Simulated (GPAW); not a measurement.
**GaH2S (SMILES [SH][GaH]): ULDA (PW92)/real-space grid (scalar-relativistic datasets)**

Wanted: the energies of several spin states of GaH2S. The job is set up through an ASE script.

Program for the calculation: GPAW 26.7.0.

3 further runs of the same task are left out: 3 set aside as unsound or not needed.

## Step 1: The molecule

The species is GaH2S (4 atoms), meant as a doublet with charge 0. SMILES: `[SH][GaH]`. The shape comes from GFN2-xTB, which is rough for such elements, and wasn't checked as a minimum.

Bond lengths: S1–Ga2 2.335 Å, S1–H3 1.333 Å, Ga2–H4 1.818 Å. Angles: S1–Ga2–H4 118.0°, Ga2–S1–H3 90.5°.

## Step 2: The energies of several spin states at ULDA (PW92)/real-space grid (scalar-relativistic datasets)

The input, calc.py:

```python
from ase.io.zmatrix import parse_zmatrix
from gpaw import GPAW

zmat = """
S
Ga 1 r2
H 1 r3 2 a3
H 2 r4 1 a4 3 d4
"""
values = dict(r2=2.335066, r3=1.332757, a3=90.46417, r4=1.817958, a4=118.0058, d4=-175.17669)
molecule = parse_zmatrix(zmat, defs=values)
molecule.center(vacuum=4.5)

energies = {}
for name, charge, unpaired in [("doublet", 0, 1), ("quartet", 0, 3)]:
    molecule.set_initial_magnetic_moments([unpaired / len(molecule)] * len(molecule))
    gpaw_calc = GPAW(mode="fd",
                     h=0.18,
                     xc="LDA",
                     charge=charge,
                     occupations={"name": "fermi-dirac", "width": 0.0, "fixmagmom": unpaired > 0},
                     maxiter=120,
                     symmetry="off",
                     txt="-")
    molecule.calc = gpaw_calc
    energies[name] = molecule.get_potential_energy()
    print(f'{name:10} {energies[name]:12.5f} eV')

lowest = min(energies, key=energies.get)
for name, e in energies.items():
    print(f'{name:10} {e - energies[lowest]:8.3f} eV above the lowest')
```

Command:

```bash
$ python3 calc.py
```

What it wrote:

```text
[...]
Number of symmetries: 1
[...]
  Number of IBZ points: 1
[...]
Spin-components: 2 (collinear spins)
Bands:           10
[...]
  Valence electrons: 11.0
[...]
  Grid points: [68 68 52]
  Charge: 0.0  # |e|
[...]
    cutoffs:
[...]
occupation numbers:
  Fixed magnetic moment: 1.000
[...]
xc functional:
  name: None
[...]
|iter     |     time |      energy | eigst |  dens |  magmom |
[...]
|iter:   1| 00:00:05 |  -13.370433 | +0.90 |       |  +0.9906|
[...]
Converged in 15 steps
[...]
dipole moment: (0.234818, 0.227731, 0.009687)  # |e|*Ang
Total magnetic moment: (0.000000, 0.000000, 1.000000)
[...]
|iter:  43| 00:02:35 |   -8.435123c| -7.50c| -4.53c|  +3.0000|
Converged in 43 steps
[...]
Energy contributions relative to reference atoms: (reference = -63656.897963)
Energy contributions:
  Kinetic:          15.130521
  Coulomb:         -13.342991
  Zero:              0.143886
  External:          0.000000
  Xc:              -10.366539
  Entropy:           0.000000
  Spinorbit:         0.000000
  ----------------------------
  Free energy:      -8.435123
  Extrapolated:     -8.435123
[...]
Total magnetic moment: (0.000000, 0.000000, 3.000000)
Local magnetic moments
|        x |        y |         z |
|----------|----------|-----------|
| 0.000000 | 0.000000 |  0.479948 |  # S    0
| 0.000000 | 0.000000 |  0.498543 |  # Ga   1
| 0.000000 | 0.000000 | -0.001689 |  # H    2
| 0.000000 | 0.000000 |  0.123320 |  # H    3
Fermi levels: -2.255, -7.565
Eigenvalues  # (at kpt = [0.000, 0.000, 0.000])
| band index |      eig [eV] | occ [0-1] |      eig [eV] | occ [0-1] |
|------------|---------------|-----------|---------------|-----------|
|          0 |       -19.947 |     1.000 |       -19.218 |     1.000 |
|          1 |       -11.879 |     1.000 |       -11.418 |     1.000 |
|          2 |       -10.863 |     1.000 |       -10.015 |     1.000 |
|          3 |        -8.871 |     1.000 |        -7.584 |     1.000 |
|          4 |        -8.474 |     1.000 |        -7.545 |     0.000 |
|          5 |        -5.444 |     1.000 |        -4.088 |     0.000 |
|          6 |        -2.808 |     1.000 |        -1.580 |     0.000 |
|          7 |        -1.702 |     0.000 |        -1.412 |     0.000 |
|          8 |        -1.385 |     0.000 |        -0.759 |     0.000 |
|          9 |        -0.316 |     0.000 |         0.277 |     0.000 |
Gap: 1.106 eV
Transition (v -> c):
  (s=0, k=0, n=6, [0.00, 0.00, 0.00]) -> (s=0, k=0, n=7, [0.00, 0.00, 0.00])
No difference between direct/indirect transitions
vacuum-level: 0.000  # V
quartet        -8.43512 eV
doublet       0.000 eV above the lowest
quartet       4.333 eV above the lowest
```

It took 2.6 min on 1 thread of Intel Xeon at 2.70GHz, shared host; peak memory 1.1 GiB.
